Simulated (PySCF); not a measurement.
# YH₁₂O₆ (+3): NMR shieldings

Aim: compute the NMR shieldings of YH₁₂O₆ (+3) (`[OH2]->[Y+3](<-[OH2])(<-[OH2])(<-[OH2])(<-[OH2])<-[OH2]`).

Computed with PySCF 2.14.0 and routines of our own; the level stands in each step. Atoms count from 0.

3 further runs of the same task are left out: 3 for a basis unfit for spin-orbit shieldings.

## 1. The system as given

19 atoms, charge 3, multiplicity 1; geometry from: GFN2-xTB.

## 2. NMR shieldings: PBE0/x2c-SVPall-2c Y:us-x2c-SVPall-2c, spin-free

What the job is given:

```
{"job": {"xc": "PBE0", "basis": {"default": "x2c-SVPall-2c", "Y": "us-x2c-SVPall-2c"}, "rel": "sf", "kind": "hnmr"}, "charge": 3, "multiplicity": 1}
Y      0.000500    -0.000160    -0.000040
O      0.161210     0.162940     2.127850
H      0.143490     0.973320     2.676580
H      0.277150    -0.553350     2.785060
O     -0.158710    -0.164030    -2.127450
H     -0.259270     0.553370    -2.785800
H     -0.159080    -0.975660    -2.674230
O      2.127850     0.163700    -0.162990
H      2.785580     0.273250     0.553320
H      2.676070     0.147840    -0.973280
O     -2.127350    -0.158760     0.163460
H     -2.675350    -0.153240     0.974190
H     -2.784550    -0.267960    -0.553870
O     -0.164760     2.127340    -0.159710
H     -0.976630     2.673790    -0.155340
H      0.551410     2.786220    -0.264510
O      0.163050    -2.127860     0.159190
H     -0.553140    -2.783900     0.275290
H      0.972510    -2.676850     0.142280
```

Level: PBE0/x2c-SVPall-2c Y:us-x2c-SVPall-2c GIAO NMR shielding, spin-free X2C, Gaussian nuclei, gas phase.

Launch:

```sh
> OMP_NUM_THREADS=1 python heavy_run.py task.json out
```

One launch serves the whole session: the jobs run in the order shown.

The log of the run:

```text
spin-free SCF
coarse grid: 68752 points
cycle   1  E = -3841.4283985068  dE =  1.716e+00  |g| = 1.371e+00  |ddm| = 5.172e+00
cycle   2  E = -3841.2877197890  dE =  1.407e-01  |g| = 1.635e+00  |ddm| = 2.318e+00
cycle   3  E = -3841.7641540026  dE = -4.764e-01  |g| = 1.680e-01  |ddm| = 1.253e+00
cycle   4  E = -3841.7692083352  dE = -5.054e-03  |g| = 3.872e-02  |ddm| = 1.856e-01
cycle   5  E = -3841.7693698512  dE = -1.615e-04  |g| = 8.075e-03  |ddm| = 3.753e-02
cycle   6  E = -3841.7693734236  dE = -3.572e-06  |g| = 5.309e-04  |ddm| = 5.009e-03
final grid: 145760 points
cycle   7  E = -3841.7692624890  dE = -2.276e-07  |g| = 4.392e-04  |ddm| = 2.426e-03
cycle   8  E = -3841.7692625014  dE = -1.234e-08  |g| = 4.068e-04  |ddm| = 1.104e-03
cycle   9  E = -3841.7692625282  dE = -2.683e-08  |g| = 5.868e-05  |ddm| = 4.400e-04
cycle  10  E = -3841.7692625287  dE = -5.230e-10  |g| = 2.561e-05  |ddm| = 6.802e-05
converged SCF energy = -3841.7692625287
check of the scalar solution
cycle   1  E = -3841.7692625287  dE = -3.842e+03  |FDS-SDF| = 2.561e-05
cycle   2  E = -3841.7692625286  dE =  8.185e-11  |FDS-SDF| = 3.046e-05
converged, E = -3841.7692625286

Field gradients (au) and densities at the nuclei (bohr^-3)
atom        Vxx        Vyy        Vzz        centre      nuclear mean
  0 Y     -0.0194    -0.0210     0.0404      56133.860      56101.893
  1 O      0.2542     1.2514    -1.5056        285.837        285.836
  2 H     -0.1699    -0.2280     0.3979          0.319          0.319
  3 H     -0.1698    -0.2277     0.3975          0.319          0.319
  4 O      0.2533     1.2516    -1.5049        285.836        285.836
  5 H     -0.1700    -0.2279     0.3979          0.319          0.319
  6 H     -0.1703    -0.2283     0.3986          0.319          0.319
  7 O      0.2541     1.2507    -1.5048        285.836        285.835
  8 H     -0.1703    -0.2283     0.3986          0.319          0.319
  9 H     -0.1705    -0.2286     0.3991          0.319          0.319
 10 O      0.2538     1.2515    -1.5053        285.836        285.836
 11 H     -0.1703    -0.2284     0.3987          0.319          0.319
 12 H     -0.1698    -0.2278     0.3976          0.319          0.319
 13 O      0.2540     1.2509    -1.5049        285.836        285.836
 14 H     -0.1702    -0.2283     0.3985          0.319          0.319
 15 H     -0.1701    -0.2280     0.3982          0.319          0.319
 16 O      0.2537     1.2511    -1.5048        285.835        285.834
 17 H     -0.1710    -0.2290     0.4000          0.319          0.319
 18 H     -0.1708    -0.2290     0.3998          0.319          0.319
without picture change
  0 Y                            0.0404                     85398.221

Core orbital energies (eV)
atom   shell        mean    spread
  0 Y  1s       -16925.151   0.000
  0 Y  2s        -2346.890   0.000
  0 Y  3s         -391.917   0.000
  0 Y  4s          -63.207   0.000
  0 Y  2p        -2089.579   0.000
  0 Y  3p         -307.612   0.001
  0 Y  4p          -42.051   0.001
  0 Y  3d         -168.798   0.001

Shielding tensors (ppm)
atom      isotropic    diamagn.    paramagn.     s11        s22        s33       span
  0 Y      2430.56     3635.91    -1205.34    2426.72    2432.40    2432.56       5.84
  1 O       275.44      384.67     -109.23     225.76     273.25     327.30     101.55
  2 H        25.83       26.71       -0.88      17.79      20.95      38.75      20.96
  3 H        25.83       26.71       -0.88      17.78      20.96      38.74      20.97
  4 O       275.40      384.68     -109.28     225.60     273.25     327.36     101.76
  5 H        25.83       26.71       -0.88      17.78      20.96      38.74      20.97
  6 H        25.84       26.72       -0.89      17.80      20.95      38.76      20.96
  7 O       275.50      384.65     -109.16     225.69     273.38     327.42     101.73
  8 H        25.84       26.72       -0.88      17.78      20.97      38.76      20.98
  9 H        25.85       26.73       -0.88      17.81      20.96      38.77      20.97
 10 O       275.49      384.68     -109.19     225.82     273.28     327.36     101.55
 11 H        25.84       26.73       -0.88      17.80      20.95      38.77      20.97
 12 H        25.83       26.71       -0.88      17.78      20.97      38.74      20.96
 13 O       275.42      384.66     -109.24     225.63     273.30     327.32     101.68
 14 H        25.84       26.72       -0.88      17.80      20.96      38.76      20.96
 15 H        25.83       26.71       -0.88      17.78      20.96      38.75      20.97
 16 O       275.70      384.66     -108.96     225.99     273.49     327.62     101.64
 17 H        25.86       26.75       -0.89      17.80      20.99      38.79      20.99
 18 H        25.86       26.75       -0.89      17.82      20.95      38.80      20.99
```

Run time: 54 s. Hardware: 1 thread of AMD EPYC 7B13, shared host; peak memory 1.3 GiB.

## 3. NMR shieldings: PBE0/x2c-SVPall-2c Y:us-x2c-SVPall-2c in water, spin-free

The job, as its differences from that of step 2:

```diff
@@ -1,2 +1,2 @@
-{"job": {"xc": "PBE0", "basis": {"default": "x2c-SVPall-2c", "Y": "us-x2c-SVPall-2c"}, "rel": "sf", "kind": "hnmr"}, "charge": 3, "multiplicity": 1}
+{"job": {"xc": "PBE0", "basis": {"default": "x2c-SVPall-2c", "Y": "us-x2c-SVPall-2c"}, "rel": "sf", "solvent": "water", "kind": "hnmr"}, "charge": 3, "multiplicity": 1}
 Y      0.000500    -0.000160    -0.000040
```

With the program's defaults for keys left out, this is: PBE0/x2c-SVPall-2c Y:us-x2c-SVPall-2c GIAO NMR shielding, spin-free X2C, Gaussian nuclei, IEF-PCM water.

The log of the run:

```text
spin-free SCF
coarse grid: 68752 points
cycle   1  E = -3842.1127285194  dE =  1.041e+00  |g| = 1.336e+00  |ddm| = 5.158e+00
cycle   2  E = -3841.9923443370  dE =  1.204e-01  |g| = 1.576e+00  |ddm| = 2.255e+00
cycle   3  E = -3842.4328093655  dE = -4.405e-01  |g| = 1.712e-01  |ddm| = 1.205e+00
cycle   4  E = -3842.4381403201  dE = -5.331e-03  |g| = 3.522e-02  |ddm| = 1.891e-01
cycle   5  E = -3842.4382319911  dE = -9.167e-05  |g| = 7.972e-03  |ddm| = 3.097e-02
cycle   6  E = -3842.4382358889  dE = -3.898e-06  |g| = 4.943e-04  |ddm| = 5.282e-03
final grid: 145760 points
cycle   7  E = -3842.4381236401  dE = -2.170e-07  |g| = 4.088e-04  |ddm| = 2.314e-03
cycle   8  E = -3842.4381236467  dE = -6.570e-09  |g| = 3.788e-04  |ddm| = 8.677e-04
cycle   9  E = -3842.4381236621  dE = -1.537e-08  |g| = 5.037e-05  |ddm| = 3.304e-04
cycle  10  E = -3842.4381236624  dE = -3.765e-10  |g| = 2.490e-05  |ddm| = 6.069e-05
converged SCF energy = -3842.4381236624
check of the scalar solution
cycle   1  E = -3842.4381236624  dE = -3.842e+03  |FDS-SDF| = 2.490e-05
cycle   2  E = -3842.4381236624  dE =  5.093e-11  |FDS-SDF| = 2.971e-05
converged, E = -3842.4381236624

Field gradients (au) and densities at the nuclei (bohr^-3)
atom        Vxx        Vyy        Vzz        centre      nuclear mean
  0 Y     -0.0186    -0.0201     0.0387      56133.850      56101.883
  1 O      0.2731     1.2536    -1.5266        285.867        285.867
  2 H     -0.1703    -0.2295     0.3998          0.321          0.321
  3 H     -0.1702    -0.2292     0.3994          0.321          0.321
  4 O      0.2721     1.2538    -1.5259        285.867        285.866
  5 H     -0.1703    -0.2294     0.3998          0.321          0.321
  6 H     -0.1706    -0.2298     0.4004          0.321          0.321
  7 O      0.2729     1.2530    -1.5259        285.866        285.866
  8 H     -0.1707    -0.2298     0.4005          0.321          0.321
  9 H     -0.1709    -0.2301     0.4010          0.321          0.321
 10 O      0.2727     1.2537    -1.5264        285.867        285.866
 11 H     -0.1707    -0.2299     0.4006          0.321          0.321
 12 H     -0.1702    -0.2293     0.3995          0.321          0.321
 13 O      0.2728     1.2533    -1.5260        285.867        285.866
 14 H     -0.1706    -0.2298     0.4004          0.321          0.321
 15 H     -0.1705    -0.2296     0.4001          0.321          0.321
 16 O      0.2726     1.2532    -1.5257        285.865        285.865
 17 H     -0.1713    -0.2305     0.4018          0.321          0.321
 18 H     -0.1712    -0.2305     0.4017          0.321          0.321
without picture change
  0 Y                            0.0387                     85398.205

Core orbital energies (eV)
atom   shell        mean    spread
  0 Y  1s       -16912.938   0.000
  0 Y  2s        -2334.677   0.000
  0 Y  3s         -379.702   0.000
  0 Y  4s          -50.979   0.000
  0 Y  2p        -2077.366   0.000
  0 Y  3p         -295.397   0.001
  0 Y  4p          -29.831   0.001
  0 Y  3d         -156.583   0.001

Shielding tensors (ppm)
atom      isotropic    diamagn.    paramagn.     s11        s22        s33       span
  0 Y      2449.03     3635.45    -1186.42    2445.09    2450.92    2451.07       5.98
  1 O       276.97      383.82     -106.85     230.26     273.13     327.53      97.27
  2 H        26.05       26.93       -0.88      18.02      21.25      38.89      20.87
  3 H        26.04       26.92       -0.88      18.00      21.26      38.88      20.88
  4 O       276.92      383.83     -106.91     230.06     273.12     327.59      97.52
  5 H        26.04       26.93       -0.89      18.00      21.26      38.87      20.87
  6 H        26.06       26.94       -0.89      18.02      21.25      38.89      20.87
  7 O       277.04      383.80     -106.76     230.21     273.26     327.65      97.44
  8 H        26.05       26.94       -0.88      18.00      21.26      38.90      20.89
  9 H        26.07       26.95       -0.88      18.03      21.26      38.91      20.88
 10 O       277.00      383.82     -106.82     230.27     273.15     327.59      97.32
 11 H        26.06       26.95       -0.88      18.03      21.25      38.90      20.88
 12 H        26.04       26.93       -0.88      18.00      21.26      38.87      20.87
 13 O       276.96      383.81     -106.84     230.16     273.18     327.55      97.38
 14 H        26.06       26.94       -0.88      18.02      21.26      38.89      20.87
 15 H        26.05       26.93       -0.88      18.00      21.26      38.88      20.88
 16 O       277.21      383.81     -106.59     230.41     273.37     327.85      97.44
 17 H        26.07       26.97       -0.90      18.02      21.28      38.92      20.90
 18 H        26.08       26.97       -0.89      18.04      21.25      38.93      20.89
```

Wall time 56 s (1 thread of AMD EPYC 7B13, shared host); peak memory 1.3 GiB.

## 4. NMR shieldings: PBE0/x2c-SVPall-2c Y:us-x2c-SVPall-2c in dichloromethane, spin-free

The job, as its differences from that of step 3:

```diff
@@ -1,2 +1,2 @@
-{"job": {"xc": "PBE0", "basis": {"default": "x2c-SVPall-2c", "Y": "us-x2c-SVPall-2c"}, "rel": "sf", "solvent": "water", "kind": "hnmr"}, "charge": 3, "multiplicity": 1}
+{"job": {"xc": "PBE0", "basis": {"default": "x2c-SVPall-2c", "Y": "us-x2c-SVPall-2c"}, "rel": "sf", "solvent": "dichloromethane", "kind": "hnmr"}, "charge": 3, "multiplicity": 1}
 Y      0.000500    -0.000160    -0.000040
```

With the program's defaults for keys left out, this is: PBE0/x2c-SVPall-2c Y:us-x2c-SVPall-2c GIAO NMR shielding, spin-free X2C, Gaussian nuclei, IEF-PCM dichloromethane.

The log of the run:

```text
spin-free SCF
coarse grid: 68752 points
cycle   1  E = -3842.0435057693  dE =  1.109e+00  |g| = 1.343e+00  |ddm| = 5.160e+00
cycle   2  E = -3841.9194130084  dE =  1.241e-01  |g| = 1.587e+00  |ddm| = 2.272e+00
cycle   3  E = -3842.3668008427  dE = -4.474e-01  |g| = 1.711e-01  |ddm| = 1.217e+00
cycle   4  E = -3842.3721246107  dE = -5.324e-03  |g| = 3.555e-02  |ddm| = 1.888e-01
cycle   5  E = -3842.3722241149  dE = -9.950e-05  |g| = 8.072e-03  |ddm| = 3.186e-02
cycle   6  E = -3842.3722280405  dE = -3.926e-06  |g| = 4.910e-04  |ddm| = 5.285e-03
final grid: 145760 points
cycle   7  E = -3842.3721159232  dE = -2.178e-07  |g| = 4.082e-04  |ddm| = 2.326e-03
cycle   8  E = -3842.3721159303  dE = -7.051e-09  |g| = 3.808e-04  |ddm| = 8.964e-04
cycle   9  E = -3842.3721159469  dE = -1.658e-08  |g| = 5.095e-05  |ddm| = 3.424e-04
cycle  10  E = -3842.3721159473  dE = -3.974e-10  |g| = 2.511e-05  |ddm| = 6.243e-05
converged SCF energy = -3842.3721159473
check of the scalar solution
cycle   1  E = -3842.3721159473  dE = -3.842e+03  |FDS-SDF| = 2.511e-05
cycle   2  E = -3842.3721159472  dE =  2.365e-11  |FDS-SDF| = 2.989e-05
converged, E = -3842.3721159472

Field gradients (au) and densities at the nuclei (bohr^-3)
atom        Vxx        Vyy        Vzz        centre      nuclear mean
  0 Y     -0.0186    -0.0201     0.0388      56133.852      56101.885
  1 O      0.2701     1.2535    -1.5236        285.864        285.863
  2 H     -0.1703    -0.2293     0.3996          0.320          0.320
  3 H     -0.1701    -0.2291     0.3992          0.320          0.320
  4 O      0.2691     1.2537    -1.5229        285.863        285.862
  5 H     -0.1703    -0.2292     0.3995          0.320          0.320
  6 H     -0.1706    -0.2296     0.4002          0.321          0.321
  7 O      0.2699     1.2530    -1.5228        285.863        285.862
  8 H     -0.1707    -0.2296     0.4003          0.321          0.321
  9 H     -0.1708    -0.2299     0.4008          0.321          0.321
 10 O      0.2697     1.2537    -1.5234        285.863        285.862
 11 H     -0.1707    -0.2297     0.4004          0.321          0.321
 12 H     -0.1702    -0.2291     0.3992          0.320          0.320
 13 O      0.2698     1.2532    -1.5230        285.863        285.863
 14 H     -0.1706    -0.2296     0.4002          0.321          0.321
 15 H     -0.1705    -0.2294     0.3998          0.320          0.320
 16 O      0.2695     1.2532    -1.5227        285.862        285.861
 17 H     -0.1713    -0.2304     0.4016          0.321          0.321
 18 H     -0.1711    -0.2303     0.4014          0.321          0.321
without picture change
  0 Y                            0.0387                     85398.207

Core orbital energies (eV)
atom   shell        mean    spread
  0 Y  1s       -16914.148   0.000
  0 Y  2s        -2335.886   0.000
  0 Y  3s         -380.912   0.000
  0 Y  4s          -52.191   0.000
  0 Y  2p        -2078.576   0.000
  0 Y  3p         -296.607   0.001
  0 Y  4p          -31.027   0.001
  0 Y  3d         -157.793   0.001

Shielding tensors (ppm)
atom      isotropic    diamagn.    paramagn.     s11        s22        s33       span
  0 Y      2446.80     3635.50    -1188.71    2442.84    2448.69    2448.85       6.01
  1 O       276.78      383.92     -107.14     229.74     273.09     327.49      97.75
  2 H        26.03       26.90       -0.88      17.99      21.21      38.87      20.88
  3 H        26.02       26.89       -0.88      17.97      21.22      38.86      20.89
  4 O       276.73      383.93     -107.20     229.56     273.09     327.55      97.99
  5 H        26.02       26.90       -0.88      17.97      21.22      38.86      20.89
  6 H        26.03       26.91       -0.88      18.00      21.22      38.88      20.88
  7 O       276.85      383.90     -107.06     229.70     273.22     327.62      97.92
  8 H        26.03       26.91       -0.88      17.98      21.23      38.88      20.90
  9 H        26.04       26.92       -0.88      18.00      21.22      38.89      20.89
 10 O       276.81      383.93     -107.11     229.76     273.12     327.56      97.79
 11 H        26.04       26.92       -0.88      18.00      21.21      38.89      20.89
 12 H        26.02       26.90       -0.88      17.97      21.22      38.86      20.88
 13 O       276.77      383.91     -107.14     229.65     273.15     327.51      97.87
 14 H        26.03       26.91       -0.88      18.00      21.22      38.88      20.88
 15 H        26.02       26.90       -0.88      17.97      21.22      38.87      20.90
 16 O       277.02      383.91     -106.89     229.91     273.33     327.82      97.91
 17 H        26.05       26.94       -0.89      18.00      21.24      38.90      20.91
 18 H        26.05       26.94       -0.89      18.02      21.22      38.92      20.90
```

It took 56 s on 1 thread of AMD EPYC 7B13, shared host; peak memory 1.3 GiB.

## 5. Shieldings side by side

| run | Y0 | O13 | O7 | O1 | O4 | O10 | O16 | time |
| --- | --- | --- | --- | --- | --- | --- | --- | --- |
| step 2, PBE0/x2c-SVPall-2c Y:us-x2c-SVPall-2c, spin-free | 2430.6 | 275.4 | 275.5 | 275.4 | 275.4 | 275.5 | 275.7 | 54 s |
| step 3, PBE0/x2c-SVPall-2c Y:us-x2c-SVPall-2c in water, spin-free | 2449.0 | 277.0 | 277.0 | 277.0 | 276.9 | 277.0 | 277.2 | 56 s |
| step 4, PBE0/x2c-SVPall-2c Y:us-x2c-SVPall-2c in dichloromethane, spin-free | 2446.8 | 276.8 | 276.8 | 276.8 | 276.7 | 276.8 | 277.0 | 56 s |

## 6. Results

| quantity | value |
| --- | --- |
| shieldings (step 2, PBE0/x2c-SVPall-2c Y:us-x2c-SVPall-2c, spin-free) | Y0 2430.6, O1 275.4, O4 275.4, O7 275.5, O10 275.5, O13 275.4, O16 275.7 ppm |
| shieldings (step 3, PBE0/x2c-SVPall-2c Y:us-x2c-SVPall-2c in water, spin-free) | Y0 2449.0, O1 277.0, O4 276.9, O7 277.0, O10 277.0, O13 277.0, O16 277.2 ppm |
| shieldings (step 4, PBE0/x2c-SVPall-2c Y:us-x2c-SVPall-2c in dichloromethane, spin-free) | Y0 2446.8, O1 276.8, O4 276.7, O7 276.8, O10 276.8, O13 276.8, O16 277.0 ppm |

**Reading.** A continuum can't give the shift that close solvent molecules cause at an ion. Y0 moves most between the runs, by 18 ppm; the labels say what changes from run to run. No run holds spin-orbit coupling, which is large for shieldings at and beside heavy atoms. The geometry comes from tight binding, which is rough for metal atoms, and these values hang on it.
